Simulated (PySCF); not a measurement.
# The bond of WF+, level by level

An exercise on one series of results from a longer session: the logs are not shown, and one member is left open.

Computed with PySCF 2.14.0. Level: W def2-TZVPPD with ECP60, F def2-TZVPPD, scalar-relativistic core potentials.

The first run:

A driver script around PySCF takes these settings:

| Property | Result |
| --- | --- |
| atoms | W, F |
| charge | 1 |
| basis | W def2-TZVPPD with ECP60, F def2-TZVPPD |
| Hamiltonian | scalar-relativistic core potentials |
| basis functions | 99 |
| electrons treated | 22 |
| masses in u | 183.9509, 18.9984 |
| levels | PBE0, PBE, r²SCAN, M06, BLYP, M06-L, TPSSh, LDA, ωB97X-V, HF, MP2, SCS-MP2, CCSD, CCSD(T) |
| grid | 80 radial by 434 angular points |
| occupations | held fixed by the projection of orbital angular momentum |
| dissociation limit | W+ + F, each in its ground configuration |
| starting distance in angstrom | 2.000 |
| values of 2S to try | 0, 2, 4, 6, 8 |

The run is started by

```
$ OMP_NUM_THREADS=2 python dia.py task.json out
```

Steps of the session up to this table: Set-up; First curve: PBE0; Higher solutions at PBE0; PBE (GGA); r²SCAN; M06; BLYP (GGA); M06-L (meta-GGA); TPSSh (hybrid meta-GGA); LDA; ωB97X-V; UHF; Adding correlation.

One table of the session follows, with a row left open; its other results are not shown here.

Energy (eV) from each level's lowest point:

| R (Å) | UHF | UHF-MP2 | UHF-SCS-MP2 | UHF-CCSD | UHF-CCSD(T) |
| --- | --- | --- | --- | --- | --- |
| 1.537 | 2.168 | 1.979 | 2.054 | n/a | n/a |
| 1.608 | 0.999 | 0.871 | 0.922 | 0.924 | 0.947 |
| 1.680 | 0.341 | 0.268 | 0.298 | 0.299 | 0.312 |
| 1.733 | 0.093 | 0.058 | 0.072 | 0.072 | 0.079 |
| 1.787 | 0.000 | 0.000 | 0.000 | 0.000 | 0.000 |
| 1.841 | ? | ? | ? | ? | ? |
| 1.912 | 0.192 | 0.264 | 0.235 | 0.235 | 0.220 |
| 2.001 | 0.542 | 0.660 | 0.612 | 0.612 | 0.587 |
| 2.109 | 1.078 | 1.246 | 1.181 | 1.178 | 1.141 |
| 2.252 | 1.858 | 2.107 | 2.039 | n/a | n/a |

Estimate the missing values for R (Å) = 1.841.

Worked estimate for «UHF». A straight line through the neighbours (1.787, 0.000) and (1.912, 0.192) gives 0.000 + (0.192 − 0.000) × (1.841 − 1.787) / (1.912 − 1.787) = 0.083; a parabola fitted to 4 rows on both sides gives 0.036.

**Answer.** UHF: 0.025; UHF-MP2: 0.058; UHF-SCS-MP2: 0.044; UHF-CCSD: 0.044; UHF-CCSD(T): 0.038. In «UHF» the line misses by +0.058 and the parabola by +0.011.

Caveats from the session: Lowest PBE0 solution found, without spin–orbit coupling: ⁵Π (quintet), unpaired electrons σ ↑, π ↑, δ ↑↑. The state is the lowest single determinant that the PBE0 search found; with open d or f shells the true ground state can be another one. At some levels the lowest empty orbital lies below the highest filled one (the two can be of opposite spin). With spin–orbit coupling the term label itself may not hold. Warnings in the runs' records: inverted.
